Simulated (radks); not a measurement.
**Hf³⁺ in [Kr] 4d10 4f14 5s2 5p5 5d1 6s1: an all-electron calculation**

Wanted: eigenvalues, radial structure and energy terms of the hafnium ion Hf3+.

Method: scalar-relativistic Kohn-Sham, PBE, spin-polarised, spherical densities, finite nucleus; open shells are filled with parallel spins first. Code: radks (a radial shooting solver on a logarithmic mesh, Libxc functionals) version 1.

### Step 1. The atom as given

* element: hafnium (Z = 72)
* charge: +3
* electrons: 69
* configuration: [Kr] 4d10 4f14 5s2 5p5 5d1 6s1
* nuclear rms radius: 5.347 fm

Outer shells as boxes (Hund's rule):

Hf³⁺
```
[Kr] core
4d [↑↓][↑↓][↑↓][↑↓][↑↓]
4f [↑↓][↑↓][↑↓][↑↓][↑↓][↑↓][↑↓]
5s [↑↓]
5p [↑↓][↑↓][↑ ]
5d [↑ ][  ][  ][  ][  ]
6s [↑ ]
```

### Step 2. Self-consistent calculation

Input:

```text
Z 72
configuration [Kr] 4d10 4f14 5s2 5p5 5d1 6s1
relativity scalar-relativistic
functional pbe,pbe
spin polarised
nucleus finite rms 5.347 fm
c 137.035999084
```

Q: Predict the outcome of this run.

The runs gave:

| quantity | value |
| --- | --- |
| total energy | -15073.2007 hartree |
| exchange-correlation share of it | 2.03 % |
| −T/E | 1.0953 |
| highest occupied level | 6s up, -28.806 eV |
| most extended occupied level | 6s up, <r> = 2.67 bohr |
| radius at density 0.001 e/bohr³ | 3.83 bohr |
| maxima of the radial density | 4 |

What this shows: 6 principal shells are occupied and 4 maxima appear in the radial density; where shells overlap, one shows as a shoulder or not at all. Relativity lifts −T/E to 1.095. This is not the tabulated ground configuration, so its levels and sizes aren't those of the ground state, and no measured value stands beside it.
